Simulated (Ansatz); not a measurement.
# Fe− (quartet): energies up the ladder

The task, for Fe− (quartet): energies up the ladder. Charge -1. Spin multiplicity 4.

Method: the levels named in each step, in Ansatz 0.2.0.

### 1 The system as given

Structure file:

```xyz
1

Fe    0.0000    0.0000    0.0000
```

### 2 Single point, PBE0/def2-TZVPPD

input.yaml reads:

```yaml
crystal:
  periodic: [false, false, false]
  atoms:
    - { symbol: Fe, position_ang: [0.0, 0.0, 0.0] }
magnetization:
  spin_polarized: true
  initial_magnetization: 3
total_charge: -1
basis:
  gaussian: { orbitals: def2-TZVPPD.json }
hamiltonian:
  xc: pbe0
```

Started as:

```sh
$ ansatz run input.yaml --threads 2 --pin off --max-ram 5120MiB --backend cpu --events-out ev --progress --plain --runs-dir out
```

The runs that follow: Single point, PBE/def2-TZVPPD; Single point, r2SCAN/def2-TZVPPD; Single point, B3LYP/def2-TZVPPD; Single point, wB97M-V/def2-TZVPPD; Single point, B2PLYP/def2-TZVPPD; Single point, LDA/def2-TZVPPD; Single point, PBE0/def2-SVPD; Single point, PBE/def2-SVPD.

**Question.** What will these runs give? Wanted: energy at PBE/def2-SVPD.

**Answer**, as computed:

| quantity | value |
| --- | --- |
| energy at PBE/def2-SVPD | -34374.031 eV |

In words: These totals serve in differences with atoms or fragments at the same level; alone they don't rank the methods. <S²> exceeds the pure value by up to 1.02: some mean fields break spin symmetry, which blurs their results.
